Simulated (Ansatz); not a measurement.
# BrGeH₅O₂ (built from SMILES OO.[GeH3][Br]): a barrier at many levels of theory

How high is the barrier of this step (Ge1–O7 formed, Br2–H6 formed, Ge1–Br2 broken, H6–O7 broken), and how far do cheaper methods land from CCSD(T)?

Method: single points in def2-TZVPP on PBE0-D4/def2-TZVP structures; program: Ansatz 0.2.0, Gaussian basis.

Levels: SPW92, PBE-D4, BLYP-D4, r2SCAN-D4, B97M-V, PBE0-D4, B3LYP-D4, r2SCAN0-D4, BHLYP-D4, CAM-B3LYP-D4, wB97X-V, wB97M-V, B2PLYP, PBE-QIDH, RPA on PBE, Hartree-Fock, MP2, CCSD, CCSD(T). The reference is CCSD(T) at the basis limit, from triple and quadruple zeta. Zero-point energies come from PBE0-D4 vibrations.

Cores are frozen in the correlated methods. Filled d shells of the heavier atoms are correlated. B3LYP uses VWN-RPA correlation. B2PLYP carries no dispersion term here.

22 further runs of the same task are left out: 22 set aside as unsound or not needed.

## 1. The three structures

Charge 0, multiplicity 1. The folders r, ts and p hold the start, the saddle and the end; their coordinates stand in the first inputs.

| pair | r (Å) | ts (Å) | p (Å) |
| --- | --- | --- | --- |
| Ge1–O7 | 3.792 | 2.035 | 1.827 |
| Br2–H6 | 2.504 | 1.992 | 1.452 |
| Ge1–Br2 | 2.331 | 2.814 | 4.290 |
| H6–O7 | 0.972 | 1.027 | 1.775 |

## 2. wB97M-V/def2-TZVPP

r/in.yaml reads:

```yaml
crystal:
  periodic: [false, false, false]
  atoms:
    - {symbol: Ge, position_ang: [-0.981766, -1.216457, 0.015228]}
    - {symbol: Br, position_ang: [1.280356, -1.604730, 0.422346]}
    - {symbol: H, position_ang: [-1.602459, -2.614938, -0.088494]}
    - {symbol: H, position_ang: [-1.527882, -0.448183, 1.217530]}
    - {symbol: H, position_ang: [-1.073006, -0.448474, -1.300326]}
    - {symbol: H, position_ang: [1.694462, 0.698767, -0.468684]}
    - {symbol: O, position_ang: [1.444172, 1.614104, -0.678795]}
    - {symbol: O, position_ang: [0.237746, 1.744239, 0.064934]}
    - {symbol: H, position_ang: [0.528377, 2.275672, 0.816161]}
basis:
  gaussian: {orbitals: def2-TZVPP}
hamiltonian: {xc: {name: wB97M-V}}
```

ts/in.yaml reads:

```yaml
crystal:
  periodic: [false, false, false]
  atoms:
    - {symbol: Ge, position_ang: [-0.851482, -0.728659, -0.152376]}
    - {symbol: Br, position_ang: [1.480606, -1.797582, 1.005110]}
    - {symbol: H, position_ang: [-0.739385, -1.931417, -1.082787]}
    - {symbol: H, position_ang: [-1.426341, -0.892785, 1.248746]}
    - {symbol: H, position_ang: [-1.636394, 0.386101, -0.887865]}
    - {symbol: H, position_ang: [1.352367, 0.111626, 0.451686]}
    - {symbol: O, position_ang: [0.716687, 0.567220, -0.213406]}
    - {symbol: O, position_ang: [0.410694, 1.891593, 0.203769]}
    - {symbol: H, position_ang: [0.693249, 2.393903, -0.572977]}
basis:
  gaussian: {orbitals: def2-TZVPP}
hamiltonian: {xc: {name: wB97M-V}}
```

p/in.yaml reads:

```yaml
crystal:
  periodic: [false, false, false]
  atoms:
    - {symbol: Ge, position_ang: [-1.188384, -0.403671, -0.373320]}
    - {symbol: Br, position_ang: [2.632264, -1.422874, 1.290381]}
    - {symbol: H, position_ang: [-0.910192, -1.762791, -1.019601]}
    - {symbol: H, position_ang: [-1.686029, -0.500377, 1.069906]}
    - {symbol: H, position_ang: [-2.060554, 0.514343, -1.236223]}
    - {symbol: H, position_ang: [1.712106, -0.567389, 0.562604]}
    - {symbol: O, position_ang: [0.478787, 0.342689, -0.333523]}
    - {symbol: O, position_ang: [0.313330, 1.598920, 0.341283]}
    - {symbol: H, position_ang: [0.708673, 2.201149, -0.301605]}
basis:
  gaussian: {orbitals: def2-TZVPP}
hamiltonian: {xc: {name: wB97M-V}}
```

No record of the launch command was kept for these runs.

The runs that follow: CCSD(T)/def2-TZVPP; MP2/def2-QZVPP; Vibrations of the start structure; Vibrations of the end structure.

Q: Predict the outcome of this session. Wanted: barrier, CCSD(T)/CBS; reverse barrier, CCSD(T)/CBS; step energy, CCSD(T)/CBS; barrier with zero-point energy; step energy with zero-point energy; imaginary mode at the saddle; largest T1 diagnostic.

**Answer**, as computed:

```
                          quantity         value
              barrier, CCSD(T)/CBS  115.6 kJ/mol
      reverse barrier, CCSD(T)/CBS   57.7 kJ/mol
          step energy, CCSD(T)/CBS  +57.9 kJ/mol
    barrier with zero-point energy  113.0 kJ/mol
step energy with zero-point energy  +47.3 kJ/mol
      imaginary mode at the saddle     117i cm⁻¹
             largest T1 diagnostic         0.012
```

What this shows: wB97X-V is the best functional here (-2.3 kJ/mol from CCSD(T)/CBS); SPW92 is the worst (-49.0 kJ/mol). Mean unsigned error by rung: LDA 49.0, GGA 24.7, meta-GGA 14.9, hybrid 8.7, range-separated hybrid 5.2, double hybrid 5.0 kJ/mol. PBE-D4 gives a barrier 26.9 kJ/mol too low, outside chemical accuracy (1 kcal/mol, 4.2 kJ/mol). Every functional without exact exchange puts the barrier too low, the usual mark of self-interaction error, which favours the spread-out density of a saddle. The barrier rises with the share of exact exchange, from BLYP-D4 through B3LYP-D4 to BHLYP-D4 (-22.5, -10.8, +2.5 kJ/mol). Hartree-Fock, with no correlation, is off by +28.4 kJ/mol. Zero-point motion lowers the barrier by 2.6 kJ/mol.
